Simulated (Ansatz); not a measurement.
The system is Ag3F.

```
Ag F
1.0
     0.00000    3.21609    3.21609
     3.21609    0.00000    3.21609
     3.21609    3.21609    0.00000
Ag F
3 1
Direct
  0.25000 0.25000 0.25000
  0.75000 0.75000 0.75000
  0.50000 0.50000 0.50000
  0.00000 0.00000 0.00000
```

The cell was built by a generator and needn't be a form met in nature.

```yaml
Program: Ansatz 0.2.0
Task: relaxation of cell and atoms
Functional: BLYP
Dispersion: D4
Potentials_or_basis: Ansatz PAW
Cutoff: "420 eV (not typed: the program's choice for these potentials)"
k_mesh: 5 × 5 × 5
Occupations: fermi-dirac, width 0.05 eV
Spin: no spin polarisation
```

At the start: volume 16.63 Å³/atom.

Question: How do energy, volume and symmetry change on relaxing?

Answer: It ends after 7 steps and the volume is 16.23 Å³/atom (-2.4 %); space group Fm-3m (No. 225, to 0.05 Å).

The path:
```tsv
step	energy change (eV)	largest force (eV/Å)	volume (Å³)
1	0.0000	0.0000	66.53
2	-0.0068	0.0000	63.59
3	-0.0128	0.0000	65.03
4	-0.0130	0.0000	64.95
5	-0.0108	0.0000	64.95
6	-0.0109	0.0000	64.91
7	-0.0109	0.0000	64.91
```

Final structure:
```
Ag F
1.0
     0.00000    3.18977    3.18977
     3.18977    0.00000    3.18977
     3.18977    3.18977    0.00000
Ag F
3 1
Cartesian
  1.5949 1.5949 1.5949
  4.7847 4.7847 4.7847
  3.1898 3.1898 3.1898
  0.0000 0.0000 0.0000
```

Caveat: the plane-wave basis is chosen anew once the cell has moved, so the energies of steps on either side of that aren't comparable; pairwise dispersion overbinds metals, which lowers pressure and volume; the PAW data sets come from PBE, with cores solved anew for the run's functional, which leaves a small shift of forces and pressure.
